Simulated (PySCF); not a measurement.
# Gd(OH)3: other functionals and bases at one geometry

Aim: see how levels, charges and forces of Gd(OH)3 depend on the level of theory. The structure is generated, not taken from experiment.

The runs use PySCF 2.14.0; several levels, as the steps say, no spin–orbit coupling.

3 further runs of the same task are left out: 1 for a known fault of the program, 2 that didn't finish.

## 1. The starting structure

7 atoms, charge 0, spin multiplicity 1.

Bond lengths: Gd1–O2 2.071 Å, Gd1–O4 2.071 Å, Gd1–O6 2.071 Å, O2–H3 0.956 Å, O4–H5 0.956 Å, O6–H7 0.956 Å. Angles: O2–Gd1–O4 119.9°, O2–Gd1–O6 119.9°, O4–Gd1–O6 119.9°, Gd1–O2–H3 178.3°, Gd1–O4–H5 178.3°, Gd1–O6–H7 178.3°.

Coordinates:

```mol
GdH3O3
  3D, bonds by distance, orders not assigned

  7  6  0  0  0  0  0  0  0  0999 V2000
    0.0000    0.0000    0.0520 Gd  0  0
    2.0698   -0.0000    0.1289 O   0  0
    3.0235   -0.0000    0.1919 H   0  0
   -1.0349    1.7925    0.1289 O   0  0
   -1.5118    2.6185    0.1919 H   0  0
   -1.0349   -1.7925    0.1289 O   0  0
   -1.5118   -2.6185    0.1919 H   0  0
  1  2  8  0
  1  4  8  0
  1  6  8  0
  2  3  8  0
  4  5  8  0
  6  7  8  0
M  END
```

Formal oxidation states: Gd +3. Each metal's 7 4f electrons lie in its core potential, so multiplicities, spins and levels count the valence alone. An earlier session relaxed this geometry at PBE0, Gd lcecp-1-SVP with ECP53, O def2-SVP, H def2-SVP (singlet, point group C3v).

At PBE0 on the finer grid: E = -263.136640 Eh, HOMO -7.59 eV, LUMO -1.30 eV, Mulliken charge on Gd1 +1.10 e, largest force component 0.005 eV/Å. 

Levels to run: TPSS; HF; wB97X; r2SCAN; PBE0, TZVP; PBE0, SVP. Hardware: 2 threads of AMD EPYC 9R45 (Zen 5), shared host.

## 2. TPSS

Contents of run.py (the lines that set the calculation):

```python
mol = gto.M(atom='''
Gd     0.00000     0.00000     0.05203
O      2.06980     0.00000     0.12889
H      3.02354     0.00000     0.19194
O     -1.03490     1.79250     0.12889
H     -1.51177     2.61846     0.19194
O     -1.03490    -1.79250     0.12889
H     -1.51177    -2.61846     0.19194''',
    basis={'Gd': 'lcecp-1-SVP', 'O': 'def2-SVP', 'H': 'def2-SVP'},
    ecp={'Gd': 'lcecp-1-SVP'},
    charge=0, spin=0)
mf = dft.RKS(mol, xc='TPSS')
mf.grids.atom_grid = (75, 302)  # f atoms: unpruned, at least (60, 302)
mf = mf.density_fit()  # fitting sets: Gd AutoAux, O def2-universal-JKFIT, H def2-universal-JKFIT
mf.conv_tol = 1e-08; mf.max_cycle = 55
mf.kernel(dm0)  # dm0: the density of the relaxed state
```

Started as:

```bash
> OMP_NUM_THREADS=2 python run.py
```

Output:

```text
init E= -263.407712688009
  HOMO = -0.215748152085566  LUMO = -0.0663871507743252  gap/eV = 4.06432
cycle= 1 E= -263.40896440933  delta_E= -0.00125  |g|= 0.0514  |ddm|= 0.162
  HOMO = -0.227473856840038  LUMO = -0.0608826636188873  gap/eV = 4.53318
cycle= 2 E= -263.406394496306  delta_E= 0.00257  |g|= 0.122  |ddm|= 0.141
  HOMO = -0.219514279427192  LUMO = -0.0631572909439271  gap/eV = 4.25469
cycle= 3 E= -263.409651178702  delta_E= -0.00326  |g|= 0.00851  |ddm|= 0.084
  HOMO = -0.220175506707316  LUMO = -0.0642417145589427  gap/eV = 4.24317
cycle= 4 E= -263.409674086378  delta_E= -2.29e-05  |g|= 0.0015  |ddm|= 0.0134
  HOMO = -0.219995068402544  LUMO = -0.0641938824666397  gap/eV = 4.23957
cycle= 5 E= -263.409674545667  delta_E= -4.59e-07  |g|= 8.01e-05  |ddm|= 0.0012
  HOMO = -0.219980803980371  LUMO = -0.0641832120932264  gap/eV = 4.23947
cycle= 6 E= -263.409674547065  delta_E= -1.4e-09  |g|= 1.28e-05  |ddm|= 0.000106
  HOMO = -0.219983845580847  LUMO = -0.0641840025882559  gap/eV = 4.23953
Extra cycle  E= -263.409674546981  delta_E= 8.34e-11  |g|= 2.43e-05  |ddm|= 2.68e-05
converged SCF energy = -263.409674546981
```

It took 3.7 s on 2 threads of AMD EPYC 9R45 (Zen 5), shared host.

Read off: E = -263.409675 Eh, HOMO -5.99 eV, LUMO -1.75 eV, Mulliken charge on Gd1 +0.98 e, largest force component 0.532 eV/Å. 

## 3. HF

Edit run.py (the lines that set the calculation) of step 2 so:

```diff
@@ -11,4 +11,3 @@
     charge=0, spin=0)
-mf = dft.RKS(mol, xc='TPSS')
-mf.grids.atom_grid = (75, 302)  # f atoms: unpruned, at least (60, 302)
+mf = scf.RHF(mol)
 mf = mf.density_fit()  # fitting sets: Gd AutoAux, O def2-universal-JKFIT, H def2-universal-JKFIT
```

Started as:

```bash
> OMP_NUM_THREADS=2 python run.py
```

Output:

```text
init E= -261.779619184971
  HOMO = -0.439655629521241  LUMO = 0.0359140415236396  gap/eV = 12.94091
cycle= 1 E= -261.802716246526  delta_E= -0.0231  |g|= 0.0669  |ddm|= 0.409
  HOMO = -0.434158782986587  LUMO = 0.029400779584595  gap/eV = 12.61410
cycle= 2 E= -261.803804378131  delta_E= -0.00109  |g|= 0.0211  |ddm|= 0.096
  HOMO = -0.438421139009516  LUMO = 0.0301654585462288  gap/eV = 12.75089
cycle= 3 E= -261.803937962819  delta_E= -0.000134  |g|= 0.0123  |ddm|= 0.0237
  HOMO = -0.436479820727572  LUMO = 0.0301776453256046  gap/eV = 12.69840
cycle= 4 E= -261.803968209554  delta_E= -3.02e-05  |g|= 0.00163  |ddm|= 0.0104
  HOMO = -0.436658597778211  LUMO = 0.0300074643007981  gap/eV = 12.69863
cycle= 5 E= -261.803969559147  delta_E= -1.35e-06  |g|= 0.000485  |ddm|= 0.00299
  HOMO = -0.436688876296234  LUMO = 0.030019687529272  gap/eV = 12.69979
cycle= 6 E= -261.803969727573  delta_E= -1.68e-07  |g|= 8.49e-05  |ddm|= 0.00107
  HOMO = -0.436703952288018  LUMO = 0.03001941928785  gap/eV = 12.70019
cycle= 7 E= -261.803969733731  delta_E= -6.16e-09  |g|= 2.13e-05  |ddm|= 0.000168
  HOMO = -0.436706169139023  LUMO = 0.0300185008845943  gap/eV = 12.70023
Extra cycle  E= -261.803969734053  delta_E= -3.22e-10  |g|= 1.02e-05  |ddm|= 2.81e-05
converged SCF energy = -261.803969734053
```

Run time: 1.2 s. Hardware: 2 threads of AMD EPYC 9R45 (Zen 5), shared host.

Read off: E = -261.803970 Eh, HOMO -11.88 eV, LUMO 0.82 eV, Mulliken charge on Gd1 +1.58 e, largest force component 1.554 eV/Å. 

## 4. wB97X

Edit run.py (the lines that set the calculation) of step 3 so:

```diff
@@ -11,3 +11,4 @@
     charge=0, spin=0)
-mf = scf.RHF(mol)
+mf = dft.RKS(mol, xc='WB97X')
+mf.grids.atom_grid = (75, 302)  # f atoms: unpruned, at least (60, 302)
 mf = mf.density_fit()  # fitting sets: Gd AutoAux, O def2-universal-JKFIT, H def2-universal-JKFIT
```

Started as:

```bash
> OMP_NUM_THREADS=2 python run.py
```

Output:

```text
init E= -263.332017600954
  HOMO = -0.371440046081733  LUMO = 0.019498745158284  gap/eV = 10.63799
cycle= 1 E= -263.333451481999  delta_E= -0.00143  |g|= 0.0267  |ddm|= 0.103
  HOMO = -0.366528453360766  LUMO = 0.01747231710101  gap/eV = 10.44919
cycle= 2 E= -263.333486344687  delta_E= -3.49e-05  |g|= 0.0281  |ddm|= 0.04
  HOMO = -0.370277983633424  LUMO = 0.0174399306423147  gap/eV = 10.55034
cycle= 3 E= -263.333633821137  delta_E= -0.000147  |g|= 0.00287  |ddm|= 0.0176
  HOMO = -0.370037562145202  LUMO = 0.017360541902093  gap/eV = 10.54164
cycle= 4 E= -263.333637770382  delta_E= -3.95e-06  |g|= 0.000533  |ddm|= 0.00503
  HOMO = -0.370075992252589  LUMO = 0.0172563724564014  gap/eV = 10.53985
cycle= 5 E= -263.333637918501  delta_E= -1.48e-07  |g|= 0.000124  |ddm|= 0.00106
  HOMO = -0.370071236486737  LUMO = 0.0172486159797671  gap/eV = 10.53951
cycle= 6 E= -263.333637935687  delta_E= -1.72e-08  |g|= 1.82e-05  |ddm|= 0.000398
  HOMO = -0.370071308495101  LUMO = 0.0172484106977393  gap/eV = 10.53951
cycle= 7 E= -263.33363793595  delta_E= -2.63e-10  |g|= 3.26e-06  |ddm|= 4.54e-05
  HOMO = -0.370071468746075  LUMO = 0.0172480104390225  gap/eV = 10.53950
Extra cycle  E= -263.333637935959  delta_E= -9.72e-12  |g|= 1.24e-06  |ddm|= 7.32e-06
converged SCF energy = -263.333637935959
```

It took 3 s on 2 threads of AMD EPYC 9R45 (Zen 5), shared host.

Read off: E = -263.333638 Eh, HOMO -10.07 eV, LUMO 0.47 eV, Mulliken charge on Gd1 +1.11 e, largest force component 0.271 eV/Å. 

## 5. r2SCAN

Edit run.py (the lines that set the calculation) of step 4 so:

```diff
@@ -11,3 +11,3 @@
     charge=0, spin=0)
-mf = dft.RKS(mol, xc='WB97X')
+mf = dft.RKS(mol, xc='R2SCAN')
 mf.grids.atom_grid = (75, 302)  # f atoms: unpruned, at least (60, 302)
```

Started as:

```bash
> OMP_NUM_THREADS=2 python run.py
```

Output:

```text
init E= -263.288237294992
  HOMO = -0.230034588328702  LUMO = -0.0592247188747095  gap/eV = 4.64797
cycle= 1 E= -263.288930949859  delta_E= -0.000694  |g|= 0.0157  |ddm|= 0.0937
  HOMO = -0.230897677068034  LUMO = -0.0561553903132435  gap/eV = 4.75498
cycle= 2 E= -263.288861562781  delta_E= 6.94e-05  |g|= 0.0236  |ddm|= 0.0484
  HOMO = -0.229552538978584  LUMO = -0.057516212971862  gap/eV = 4.68135
cycle= 3 E= -263.289000242058  delta_E= -0.000139  |g|= 0.00688  |ddm|= 0.0239
  HOMO = -0.230305438110128  LUMO = -0.057920252949458  gap/eV = 4.69084
cycle= 4 E= -263.289009248765  delta_E= -9.01e-06  |g|= 0.000451  |ddm|= 0.0055
  HOMO = -0.230272399620058  LUMO = -0.0579078883499982  gap/eV = 4.69028
cycle= 5 E= -263.289009288561  delta_E= -3.98e-08  |g|= 3.16e-05  |ddm|= 0.000387
  HOMO = -0.230268700042678  LUMO = -0.0579014965025735  gap/eV = 4.69035
cycle= 6 E= -263.289009288884  delta_E= -3.23e-10  |g|= 1e-05  |ddm|= 5.18e-05
  HOMO = -0.23026898902128  LUMO = -0.0579021451878745  gap/eV = 4.69034
Extra cycle  E= -263.28900928881  delta_E= 7.38e-11  |g|= 2.15e-05  |ddm|= 2.24e-05
converged SCF energy = -263.28900928881
```

Run time: 3.5 s. Hardware: 2 threads of AMD EPYC 9R45 (Zen 5), shared host.

It gives: E = -263.289009 Eh, HOMO -6.27 eV, LUMO -1.58 eV, Mulliken charge on Gd1 +1.06 e, largest force component 0.160 eV/Å. 

## 6. PBE0, TZVP

Basis: Gd lcecp-1-TZVP with ECP53, O def2-TZVP, H def2-TZVP. 

Contents of run.py (the lines that set the calculation):

```python
mol = gto.M(atom='''
Gd     0.00000     0.00000     0.05203
O      2.06980     0.00000     0.12889
H      3.02354     0.00000     0.19194
O     -1.03490     1.79250     0.12889
H     -1.51177     2.61846     0.19194
O     -1.03490    -1.79250     0.12889
H     -1.51177    -2.61846     0.19194''',
    basis={'Gd': 'lcecp-1-TZVP', 'O': 'def2-TZVP', 'H': 'def2-TZVP'},
    ecp={'Gd': 'lcecp-1-TZVP'},
    charge=0, spin=0)
mf = dft.RKS(mol, xc='PBE0')
mf.grids.atom_grid = (75, 302)  # f atoms: unpruned, at least (60, 302)
mf = mf.density_fit()  # fitting sets: Gd AutoAux, O def2-universal-JKFIT, H def2-universal-JKFIT
mf.conv_tol = 1e-08; mf.max_cycle = 55
mf.kernel(dm0)  # dm0: free metal ions and neutral atoms
```

Started as:

```bash
> OMP_NUM_THREADS=2 python run.py
```

Output:

```text
init E= -267.552456509025
  HOMO = -0.32977692565649  LUMO = -0.103143176133685  gap/eV = 6.16702
cycle= 1 E= -263.373518242372  delta_E= 4.18  |g|= 0.547  |ddm|=  2.1
  HOMO = -0.241258754813913  LUMO = -0.0316380829769187  gap/eV = 5.70407
cycle= 2 E= -263.381383982136  delta_E= -0.00787  |g|= 0.425  |ddm|= 0.641
  HOMO = -0.30740509310605  LUMO = -0.0512461486335027  gap/eV = 6.97044
cycle= 3 E= -263.405679344806  delta_E= -0.0243  |g|= 0.232  |ddm|= 0.341
  HOMO = -0.286775452194195  LUMO = -0.0531918878501116  gap/eV = 6.35613
cycle= 4 E= -263.414034099923  delta_E= -0.00835  |g|= 0.0492  |ddm|= 0.117
  HOMO = -0.288610056087675  LUMO = -0.0495373986214176  gap/eV = 6.50550
cycle= 5 E= -263.414561281752  delta_E= -0.000527  |g|= 0.00272  |ddm|= 0.0379
  HOMO = -0.288787664772275  LUMO = -0.049930659759216  gap/eV = 6.49963
cycle= 6 E= -263.414563388616  delta_E= -2.11e-06  |g|= 0.000174  |ddm|= 0.00516
  HOMO = -0.288772602070212  LUMO = -0.04990175917521  gap/eV = 6.50001
cycle= 7 E= -263.414563399862  delta_E= -1.12e-08  |g|= 4.58e-05  |ddm|= 0.000339
  HOMO = -0.28877616448651  LUMO = -0.0499017762247433  gap/eV = 6.50010
cycle= 8 E= -263.414563400346  delta_E= -4.84e-10  |g|= 1.47e-05  |ddm|= 4.5e-05
  HOMO = -0.288778093650494  LUMO = -0.0499025310006793  gap/eV = 6.50014
Extra cycle  E= -263.414563400365  delta_E= -1.96e-11  |g|= 1.4e-05  |ddm|= 2.15e-05
converged SCF energy = -263.414563400365
```

It took 5.8 s on 2 threads of AMD EPYC 9R45 (Zen 5), shared host.

It gives: E = -263.414563 Eh, HOMO -7.86 eV, LUMO -1.36 eV, Mulliken charge on Gd1 +1.64 e, largest force component 0.272 eV/Å. 

## 7. PBE0, SVP

Basis: Gd def2-SVP with ECP28, O def2-SVP, H def2-SVP. The 4f electrons are now in the valence.

Contents of run.py (the lines that set the calculation):

```python
mol = gto.M(atom='''
Gd     0.00000     0.00000     0.05203
O      2.06980     0.00000     0.12889
H      3.02354     0.00000     0.19194
O     -1.03490     1.79250     0.12889
H     -1.51177     2.61846     0.19194
O     -1.03490    -1.79250     0.12889
H     -1.51177    -2.61846     0.19194''',
    basis={'Gd': 'def2-SVP', 'O': 'def2-SVP', 'H': 'def2-SVP'},
    ecp={'Gd': 'def2-SVP'},
    charge=0, spin=7)
mf = dft.UKS(mol, xc='PBE0')
mf.grids.atom_grid = (75, 302)  # f atoms: unpruned, at least (60, 302)
mf = mf.density_fit()  # fitting sets: Gd def2-universal-JKFIT, O def2-universal-JKFIT, H def2-universal-JKFIT
mf.conv_tol = 1e-08; mf.max_cycle = 55
mf.kernel(dm0)  # dm0: free metal ions and neutral atoms
```

Started as:

```bash
> OMP_NUM_THREADS=2 python run.py
```

Output:

```text
init E= -1005.69067617831
cycle= 1 E= -975.460374377492  delta_E= 30.2  |g|= 8.98  |ddm|= 3.56
cycle= 2 E= -890.03510478008  delta_E= 85.4  |g|= 15.1  |ddm|= 20.6
  HOMO = -0.77758233681  LUMO = -0.764313213471  gap/eV = 0.36107
cycle= 3 E= -976.80676983723  delta_E= -86.8  |g|= 9.68  |ddm|= 20.5
  HOMO = -0.547336675469  LUMO = -0.541861040182  gap/eV = 0.14900
cycle= 4 E= -976.008498055223  delta_E= 0.798  |g|= 8.63  |ddm|= 1.18
  HOMO = -0.386753826981  LUMO = -0.373466219006  gap/eV = 0.36157
cycle= 5 E= -992.31922502259  delta_E= -16.3  |g|= 1.18  |ddm|= 2.35
cycle= 6 E= -991.195328237539  delta_E= 1.12  |g|= 2.23  |ddm|= 3.73
  HOMO = -0.153165477094  LUMO = -0.00503644131142  gap/eV = 4.03080
cycle= 7 E= -992.729270935668  delta_E= -1.53  |g|= 0.402  |ddm|= 3.45
  HOMO = -0.242244319777  LUMO = -0.0333630286808  gap/eV = 5.68395
cycle= 8 E= -992.803274609503  delta_E= -0.074  |g|= 0.162  |ddm|= 0.443
  HOMO = -0.264323354996  LUMO = -0.0348872099712  gap/eV = 6.24328
cycle= 9 E= -992.824565202715  delta_E= -0.0213  |g|= 0.283  |ddm|= 0.292
  HOMO = -0.264638073001  LUMO = -0.0348796787238  gap/eV = 6.25204
cycle= 10 E= -992.818840558383  delta_E= 0.00572  |g|= 0.277  |ddm|= 0.0637
  HOMO = -0.264798940606  LUMO = -0.0345455553648  gap/eV = 6.26551
cycle= 11 E= -992.822410511696  delta_E= -0.00357  |g|= 0.279  |ddm|= 0.0378
  HOMO = -0.265287826114  LUMO = -0.034469941468  gap/eV = 6.28087
cycle= 12 E= -992.815026585279  delta_E= 0.00738  |g|= 0.225  |ddm|= 0.112
...
cycle= 46 E= -992.85980017539  delta_E= -0.000107  |g|= 0.00356  |ddm|= 0.038
  HOMO = -0.262683837059  LUMO = -0.0330207005674  gap/eV = 6.24945
cycle= 47 E= -992.859889132806  delta_E= -8.9e-05  |g|= 0.00292  |ddm|= 0.0495
  HOMO = -0.262632920113  LUMO = -0.0330360264642  gap/eV = 6.24765
cycle= 48 E= -992.859921043505  delta_E= -3.19e-05  |g|= 0.00096  |ddm|= 0.0296
  HOMO = -0.262633182561  LUMO = -0.0330214392947  gap/eV = 6.24805
cycle= 49 E= -992.859931029252  delta_E= -9.99e-06  |g|= 0.00322  |ddm|= 0.0362
  HOMO = -0.262614308251  LUMO = -0.0330266762486  gap/eV = 6.24740
cycle= 50 E= -992.859930715609  delta_E= 3.14e-07  |g|= 0.0033  |ddm|= 0.00992
  HOMO = -0.262627042689  LUMO = -0.033006331326  gap/eV = 6.24830
cycle= 51 E= -992.859933565513  delta_E= -2.85e-06  |g|= 0.000457  |ddm|= 0.00777
  HOMO = -0.262611826708  LUMO = -0.0330130604779  gap/eV = 6.24770
cycle= 52 E= -992.859933560676  delta_E= 4.84e-09  |g|= 0.000502  |ddm|= 0.000679
  HOMO = -0.262619662106  LUMO = -0.0330136393502  gap/eV = 6.24790
cycle= 53 E= -992.859933617769  delta_E= -5.71e-08  |g|= 0.000208  |ddm|= 0.000701
  HOMO = -0.262619030447  LUMO = -0.0330136035311  gap/eV = 6.24788
cycle= 54 E= -992.85993362838  delta_E= -1.06e-08  |g|= 9.43e-06  |ddm|= 0.000301
  HOMO = -0.262619091562  LUMO = -0.0330136992912  gap/eV = 6.24788
cycle= 55 E= -992.859933628504  delta_E= -1.24e-10  |g|= 5.28e-06  |ddm|= 3.37e-05
  HOMO = -0.262619161909  LUMO = -0.0330137628296  gap/eV = 6.24788
Extra cycle  E= -992.859933628563  delta_E= -5.93e-11  |g|= 1.29e-05  |ddm|= 2.09e-05
converged SCF energy = -992.859933628563  <S^2> = 15.809227  2S+1 = 8.0147931
```

Run time: 24 s. Hardware: 2 threads of AMD EPYC 9R45 (Zen 5), shared host.

Read off: E = -992.859934 Eh, HOMO -7.15 eV, LUMO -2.64 eV (over both spins), ⟨S²⟩ = 15.809, Mulliken charge on Gd1 +1.29 e, largest force component 0.804 eV/Å. 

## 8. All levels side by side

| level | state | HOMO (eV) | gap (eV) | charge on Gd1 (e) | dipole (D) | largest force (eV/Å) | basis functions | time |
| --- | --- | --- | --- | --- | --- | --- | --- | --- |
| PBE0 (relaxed here) | singlet | -7.59 | 6.30 | 1.10 | 0.27 | 0.01 | 90 | 5.2 s |
| TPSS | singlet | -5.99 | 4.24 | 0.98 | 0.26 | 0.53 | 90 | 3.7 s |
| HF | singlet | -11.88 | 12.70 | 1.58 | 0.34 | 1.55 | 90 | 1.2 s |
| wB97X | singlet | -10.07 | 10.54 | 1.11 | 0.29 | 0.27 | 90 | 3 s |
| r2SCAN | singlet | -6.27 | 4.69 | 1.06 | 0.27 | 0.16 | 90 | 3.5 s |
| PBE0, TZVP | singlet | -7.86 | 6.50 | 1.64 | 0.31 | 0.27 | 158 | 5.8 s |
| PBE0, SVP | octet | -7.15 | 4.51 | 1.29 | 0.27 | 0.80 | 135 | 24 s |

Times are on 2 threads of AMD EPYC 9R45 (Zen 5), shared host; the first row also made further properties.

In one basis the HOMO–LUMO gap runs from 4.24 eV (TPSS) to 12.70 eV (HF). The largest leftover force, 1.55 eV/Å with HF, stands at a geometry relaxed at another level. The Mulliken charge on Gd spans +0.98 to +1.64 e over the levels. With 4f in the core, its levels are missing from HOMO and gap. Total energies of different levels can't be compared. Spin–orbit coupling is left out throughout.
